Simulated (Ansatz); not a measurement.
# Si5N: the cost of one run

Program: Ansatz 0.2.0. Level of theory: DFT PBE, scalar-relativistic, plane waves, PAW. These are calculated values, not measurements.

### Step 1. The structure to begin with

It takes space group P-62m (No. 189, hexagonal). The conventional cell has a = 5.093 Å, b = 5.093 Å, c = 4.709 Å, α = 90.00°, β = 90.00°, γ = 120.00°. Si (site symmetry -6) has 9 Si at 2.92 to 2.94 Å and 3 N at 2.94 Å as nearest neighbours. Si (site symmetry m2m) has 10 Si at 2.85 to 2.99 Å and 2 N at 2.87 Å as nearest neighbours. Around N (site symmetry -62m) lie 12 Si at 2.87 to 2.94 Å.

Structure file:

```xyz
6
Lattice="5.0929 0.0000 0.0000 -2.5464 4.4105 0.0000 0.0000 0.0000 4.7091" Properties=species:S:1:pos:R:3 pbc="T T T"
Si    2.5464    1.4702    0.0000
Si    0.0000    2.9404    0.0000
Si   -0.8227    1.4249    2.3545
Si    1.7238    2.9857    2.3545
Si    1.6453    0.0000    2.3545
N     0.0000    0.0000    0.0000
```

The cell is invented: species swapped into a database cell of Zr5Sn (P-62m, No. 189), with Si on the Zr sites and N on the Sn sites. Lengths come from tabulated atomic sizes and are only a guess.

### Step 2. Probe: one point on a coarse mesh

input.yaml

```yaml
crystal:
  lattice:
    - [5.09285377, 0.0, 0.0]
    - [-2.54642688, 4.41054074, 0.0]
    - [0.0, 0.0, 4.70909327]
  atoms:
    - { symbol: Si, position: [0.66666667, 0.33333333, 0.0] }
    - { symbol: Si, position: [0.33333333, 0.66666667, 0.0] }
    - { symbol: Si, position: [0.0, 0.32306099, 0.5] }
    - { symbol: Si, position: [0.67693901, 0.67693901, 0.5] }
    - { symbol: Si, position: [0.32306099, 0.0, 0.5] }
    - { symbol: "N", position: [0.0, 0.0, 0.0] }
basis:
  ecutwfc: 420
kpoints:
  mp_grid: { grid: [6, 6, 4] }
hamiltonian:
  xc: pbe
scf:
  occupations: { method: gaussian, width: 0.1 }
  lower_state_search: "off"
output:
  forces: true
  stress: true
  eigenvalues: true
```

Command:

```
ansatz run input.yaml --threads 1 --pin off --max-ram 2560MiB --backend cpu --events-out ev --progress --plain --runs-dir out
```

**Question.** How long does this run take on 1 thread of Intel Xeon at 2.70GHz, shared host, and how much memory does it need?

About 3.8 s, with a peak of 0.34 GiB.
